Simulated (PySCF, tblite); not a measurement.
# B₂₄N₂₃H₁₉: electronic excitations, NMR shifts, part 2 of 2

tblite 0.8.0 and PySCF 2.14.0. Atoms count from 0. Earlier steps stand in the parts before.

### Step 4. NMR shifts: GIAO KT3/pcSseg-1

Job settings and geometry (Å):

```
{"job": {"kind": "nmr", "xc": "KT3", "basis": "pcSseg-1", "pop": false}, "charge": 0, "multiplicity": 1}
B      0.000279    -2.207420    -0.000831
N     -1.241628    -1.485908    -0.000464
B     -2.477144    -2.212881    -0.000342
N     -2.501929    -3.664662    -0.000973
B     -1.244830    -4.374779    -0.001150
N      0.000334    -3.652481    -0.001472
B      3.723891    -0.052585     0.000446
N      2.499364     0.682288     0.000837
B      1.247137    -0.038751     0.000182
N      1.242138    -1.485855    -0.000636
B      2.477567    -2.212976    -0.000802
N      3.681666    -1.456548    -0.000325
B      3.726291     4.303787     0.001150
N      2.491628     5.028248     0.000443
B      1.247893     4.290783     0.000868
N      1.241786     2.848739     0.001038
B      2.482418     2.131624     0.001213
N      3.684822     2.899133     0.001875
B     -1.247468     4.290847     0.001213
N     -2.491147     5.028435     0.000897
B     -3.725790     4.303932     0.000924
N     -3.684486     2.899218     0.001262
B     -2.482173     2.131651     0.001373
N     -1.241547     2.848796     0.001451
B     -3.722481    -4.404049    -0.000833
N     -3.676651    -5.817832     0.000546
B     -2.470141    -6.549113     0.000447
N     -1.239186    -5.822730    -0.001105
N      0.000226     5.003952     0.000690
B      0.000083     2.125005     0.001314
B      1.245491    -4.374727    -0.001376
N      2.502583    -3.664704    -0.001010
N      0.000108     0.681119     0.000881
B      3.723127    -4.404067    -0.000492
N      1.239917    -5.822660    -0.001697
B      2.470825    -6.549145    -0.001129
N      3.677334    -5.817841     0.000052
B      2.482960     6.460220    -0.000230
N      1.245675     7.132975    -0.000144
B      0.000244     6.435708     0.000211
B     -1.246871    -0.038790     0.000571
N     -2.499068     0.682378     0.000921
B      0.000382    -6.526241    -0.001691
B     -3.723484    -0.052509     0.001322
N     -3.681253    -1.456465     0.000281
N     -1.245178     7.132992     0.000265
B     -2.482505     6.460416     0.000738
H      4.780379     0.462827     0.000791
H      4.551295    -1.962186    -0.000368
H      4.754987     4.868384     0.002071
H      4.555208     2.394712     0.002276
H     -4.754640     4.868628     0.000219
H     -4.554921     2.394867     0.001084
H     -4.782022    -3.893682    -0.002096
H     -4.548602    -6.324001     0.001547
H     -2.487965    -7.721097     0.001064
H      4.782579    -3.893615     0.000149
H      2.488751    -7.721213    -0.001630
H      4.549306    -6.323929     0.000753
H      3.486160     7.069788    -0.001283
H      1.232666     8.141458    -0.000297
H      0.000233    -7.697976    -0.002340
H     -4.779867     0.462730     0.001338
H     -4.550818    -1.962253     0.000677
H     -1.232103     8.141460    -0.000049
H     -3.485569     7.070019     0.000713
```

Method: GIAO KT3/pcSseg-1 NMR shielding, non-relativistic, gas phase.

Output:

```text
start: PBE on a coarse grid of 57934 points
cycle   1  E = -1866.1772939387  dE =  8.284e+00  |g| = 1.699e+00  |ddm| = 8.745e+00
cycle   2  E = -1865.0990584329  dE =  1.078e+00  |g| = 2.787e+00  |ddm| = 3.624e+00
cycle   3  E = -1866.8031517230  dE = -1.704e+00  |g| = 2.501e-01  |ddm| = 2.371e+00
cycle   4  E = -1866.8174713134  dE = -1.432e-02  |g| = 9.759e-02  |ddm| = 2.875e-01
cycle   5  E = -1866.8195184355  dE = -2.047e-03  |g| = 3.064e-02  |ddm| = 9.207e-02
cycle   6  E = -1866.8196917390  dE = -1.733e-04  |g| = 1.348e-02  |ddm| = 3.759e-02
cycle   7  E = -1866.8197356992  dE = -4.396e-05  |g| = 3.246e-03  |ddm| = 1.452e-02
final grid: 541597 points
cycle   8  E = -1899.4310331554  dE = -9.389e-02  |g| = 2.012e-01  |ddm| = 8.225e-01
cycle   9  E = -1899.4168718653  dE =  1.416e-02  |g| = 3.260e-01  |ddm| = 3.593e-01
cycle  10  E = -1899.4396976093  dE = -2.283e-02  |g| = 1.747e-02  |ddm| = 2.206e-01
cycle  11  E = -1899.4397660299  dE = -6.842e-05  |g| = 7.384e-03  |ddm| = 2.367e-02
cycle  12  E = -1899.4397772127  dE = -1.118e-05  |g| = 2.539e-03  |ddm| = 7.012e-03
cycle  13  E = -1899.4397768049  dE =  4.078e-07  |g| = 6.585e-04  |ddm| = 2.963e-03
cycle  14  E = -1899.4397786783  dE = -1.873e-06  |g| = 1.849e-04  |ddm| = 6.271e-04
cycle  15  E = -1899.4397809034  dE = -2.225e-06  |g| = 6.667e-05  |ddm| = 2.243e-04
converged SCF energy = -1899.4397809034

GIAO shielding tensors (ppm)
atom      isotropic    diamagn.    paramagn.     s11        s22        s33       span
  0 B       77.434     206.872    -129.438     67.210     69.869     95.223     28.013
  1 N      135.568     366.290    -230.722     72.225     73.927    260.551    188.326
  2 B       78.118     208.492    -130.374     65.230     71.495     97.629     32.400
  3 N      126.112     346.292    -220.180     37.537     78.735    262.065    224.527
  4 B       78.801     199.552    -120.751     66.777     70.245     99.382     32.605
  5 N      136.963     363.392    -226.429     75.079     77.879    257.930    182.851
  6 B       75.534     203.156    -127.622     49.911     69.002    107.690     57.779
  7 N      128.732     355.672    -226.940     43.471     80.669    262.056    218.585
  8 B       77.874     206.021    -128.147     68.589     69.083     95.950     27.361
  9 N      135.569     366.274    -230.705     72.212     73.938    260.556    188.343
 10 B       78.119     208.489    -130.370     65.235     71.493     97.630     32.395
 11 N      139.295     333.602    -194.307     29.457    160.074    228.355    198.898
 12 B       71.973     197.463    -125.490     49.493     64.004    102.422     52.929
 13 N      110.239     336.480    -226.241     22.757     43.039    264.921    242.165
 14 B       78.482     201.816    -123.334     67.038     69.886     98.522     31.484
 15 N      136.120     364.395    -228.275     71.716     74.386    262.259    190.544
 16 B       78.149     203.711    -125.562     65.763     71.285     97.400     31.637
 17 N      139.733     337.788    -198.055     32.212    160.330    226.656    194.444
 18 B       78.482     201.817    -123.335     67.037     69.887     98.521     31.484
 19 N      110.236     336.485    -226.249     22.750     43.035    264.923    242.173
 20 B       71.969     197.454    -125.485     49.493     64.000    102.415     52.922
 21 N      139.736     337.787    -198.050     32.224    160.337    226.648    194.424
 22 B       78.152     203.715    -125.563     65.762     71.292     97.402     31.640
 23 N      136.125     364.390    -228.265     71.718     74.393    262.263    190.545
 24 B       75.747     198.925    -123.178     50.443     67.178    109.621     59.178
 25 N      119.257     318.443    -199.187    -20.028    155.153    222.645    242.673
 26 B       71.675     192.752    -121.078     51.298     59.680    104.046     52.748
 27 N      103.858     336.779    -232.922     12.497     33.961    265.116    252.619
 28 N      135.782     344.228    -208.446     71.387     74.343    261.615    190.228
 29 B       77.522     204.977    -127.455     67.896     69.464     95.206     27.310
 30 B       78.804     199.543    -120.738     66.777     70.250     99.385     32.608
 31 N      126.124     346.309    -220.186     37.554     78.738    262.079    224.525
 32 N      137.353     374.975    -237.622     76.616     77.576    257.867    181.250
 33 B       75.748     198.925    -123.177     50.446     67.176    109.622     59.176
 34 N      103.867     336.767    -232.899     12.521     33.962    265.119    252.598
 35 B       71.675     192.752    -121.077     51.298     59.684    104.043     52.745
 36 N      119.256     318.443    -199.187    -20.033    155.149    222.652    242.685
 37 B       71.875     190.265    -118.390     49.485     63.423    102.718     53.234
 38 N      139.596     314.377    -174.781     39.771    171.376    207.641    167.870
 39 B       80.765     197.761    -116.996     68.523     70.348    103.424     34.902
 40 B       77.873     206.016    -128.144     68.589     69.079     95.950     27.362
 41 N      128.751     355.678    -226.926     43.479     80.711    262.064    218.585
 42 B       65.838     188.434    -122.596     50.501     52.845     94.168     43.667
 43 B       75.537     203.150    -127.612     49.918     68.993    107.701     57.782
 44 N      139.306     333.605    -194.299     29.483    160.088    228.347    198.864
 45 N      139.597     314.372    -174.775     39.770    171.373    207.648    167.878
 46 B       71.878     190.275    -118.397     49.484     63.428    102.723     53.239
 47 H       26.559      36.420      -9.861     20.827     27.853     30.996     10.168
 48 H       25.210      34.331      -9.120     16.764     27.499     31.368     14.603
 49 H       26.810      27.332      -0.522     22.786     28.147     29.498      6.712
 50 H       25.342      35.902     -10.560     17.106     27.903     31.018     13.912
 51 H       26.808      27.326      -0.518     22.783     28.145     29.497      6.713
 52 H       25.343      35.899     -10.556     17.108     27.904     31.017     13.909
 53 H       26.571      32.709      -6.139     21.218     27.665     30.830      9.612
 54 H       25.490      19.310       6.180     20.810     25.615     30.044      9.234
 55 H       26.758      21.902       4.856     22.958     28.191     29.126      6.168
 56 H       26.571      32.711      -6.140     21.218     27.665     30.831      9.613
 57 H       26.757      21.899       4.858     22.956     28.190     29.125      6.169
 58 H       25.490      19.311       6.179     20.811     25.616     30.044      9.233
 59 H       26.840      22.837       4.002     22.987     28.249     29.283      6.296
 60 H       26.809      16.938       9.872     21.247     27.332     31.848     10.602
 61 H       26.438      23.772       2.666     22.206     28.436     28.674      6.468
 62 H       26.561      36.422      -9.861     20.830     27.855     30.998     10.168
 63 H       25.210      34.330      -9.120     16.764     27.498     31.368     14.604
 64 H       26.810      16.937       9.873     21.247     27.333     31.849     10.602
 65 H       26.841      22.841       4.000     22.989     28.250     29.283      6.295
```

Run time: 40 s. Hardware: 8 threads of Arm Neoverse V2, shared host; peak memory 4 GiB.

The references, computed at this level on geometries of the same kind, shield at (ppm): ¹H TMS 31.76, ¹⁵N NH3 264.4, ¹¹B BF3·OEt2 100.0. Their shielding less the atom's gives the shift. The references are single molecules in the gas phase, so shifts against H2O, NH3, PH3, H3PO4 or CFCl3 are not on the usual liquid scales and can be off by tens of ppm. Atoms listed in one row are averaged.

```
   atoms                           environment  σ (ppm)  δ (ppm)
H48, H63  hydrogen on a nitrogen bonded to 2 B    25.21     6.55
H50, H52  hydrogen on a nitrogen bonded to 2 B    25.34     6.42
H54, H58  hydrogen on a nitrogen bonded to 2 B    25.49     6.27
     H61     hydrogen on a boron bonded to 2 N    26.44     5.32
H47, H62     hydrogen on a boron bonded to 2 N    26.56     5.20
H53, H56     hydrogen on a boron bonded to 2 N    26.57     5.19
H55, H57     hydrogen on a boron bonded to 2 N    26.76     5.00
H49, H51     hydrogen on a boron bonded to 2 N    26.81     4.95
H60, H64  hydrogen on a nitrogen bonded to 2 B    26.81     4.95
H59, H65     hydrogen on a boron bonded to 2 N    26.84     4.92
     B42                boron bonded to 2 N, H     65.8     34.1
B26, B35                boron bonded to 2 N, H     71.7     28.3
B37, B46                boron bonded to 2 N, H     71.9     28.1
B12, B20                boron bonded to 2 N, H     72.0     28.0
 B6, B43                boron bonded to 2 N, H     75.5     24.4
B24, B33                boron bonded to 2 N, H     75.7     24.2
      B0                   boron bonded to 3 N     77.4     22.5
     B29                   boron bonded to 3 N     77.5     22.5
 B8, B40                   boron bonded to 3 N     77.9     22.1
 B2, B10                   boron bonded to 3 N     78.1     21.9
B16, B22                   boron bonded to 3 N     78.2     21.8
B14, B18                   boron bonded to 3 N     78.5     21.5
 B4, B30                   boron bonded to 3 N     78.8     21.2
     B39                   boron bonded to 3 N     80.8     19.2
N27, N34                nitrogen bonded to 3 B    103.9    160.5
N13, N19                nitrogen bonded to 3 B    110.2    154.2
N25, N36             nitrogen bonded to 2 B, H    119.3    145.1
 N3, N31                nitrogen bonded to 3 B    126.1    138.3
 N7, N41                nitrogen bonded to 3 B    128.7    135.7
  N1, N9                nitrogen bonded to 3 B    135.6    128.8
     N28                nitrogen bonded to 3 B    135.8    128.6
N15, N23                nitrogen bonded to 3 B    136.1    128.3
      N5                nitrogen bonded to 3 B    137.0    127.4
     N32                nitrogen bonded to 3 B    137.4    127.0
N11, N44             nitrogen bonded to 2 B, H    139.3    125.1
N38, N45             nitrogen bonded to 2 B, H    139.6    124.8
N17, N21             nitrogen bonded to 2 B, H    139.7    124.7
```

Ring of atoms B0, N1, B2, N3, B4, N5: NICS(0) -0.5, NICS(1) -1.2, NICS(1)zz 4.6 ppm (means of both faces).

Ring of atoms B0, N1, B8, N9, N32, B40: NICS(0) -0.5, NICS(1) -1.1, NICS(1)zz 5.1 ppm (means of both faces).

Ring of atoms N1, B2, B40, N41, B43, N44: NICS(0) -1.2, NICS(1) -1.7, NICS(1)zz 2.1 ppm (means of both faces).

### Step 5. What came out

This closing draws on all 2 parts.

| quantity | value |
| --- | --- |
| lowest singlet (CAM-B3LYP/def2-SVP) | 6.51 eV (191 nm), f = 0.002 |
| brightest single state of those computed | state 2, 6.57 eV, f = 0.989 |
| lowest triplet | 6.17 eV |
| ¹H shifts against TMS (KT3/pcSseg-1, means over atoms taken as alike) | 6.55, 6.42, 6.27, 5.32, 5.20, 5.19, 5.00, 4.95, 4.95, 4.92 ppm |
| ¹¹B shifts against BF3·OEt2 (KT3/pcSseg-1, means over atoms taken as alike) | 34.1, 28.3, 28.1, 28.0, 24.4, 24.2, 22.5, 22.5, 22.1, 21.9, 21.8, 21.5, 21.2, 19.2 ppm |
| ¹⁵N shifts against NH3 (KT3/pcSseg-1, means over atoms taken as alike) | 160.5, 154.2, 145.1, 138.3, 135.7, 128.8, 128.6, 128.3, 127.4, 127.0, 125.1, 124.8, 124.7 ppm |

In words: The lowest singlet, at 6.51 eV, is HOMO−1→LUMO+2 0.22, HOMO→LUMO+1 0.17 and is weak; of the 6 states computed, the strongest absorption comes from state 2 at 6.57 eV. The lowest triplet lies 0.34 eV below the lowest singlet (triplets in Tamm-Dancoff, singlets in full TDDFT). The basis of CAM-B3LYP/def2-SVP has no diffuse functions, so Rydberg states are missing and the high states are unreliable.
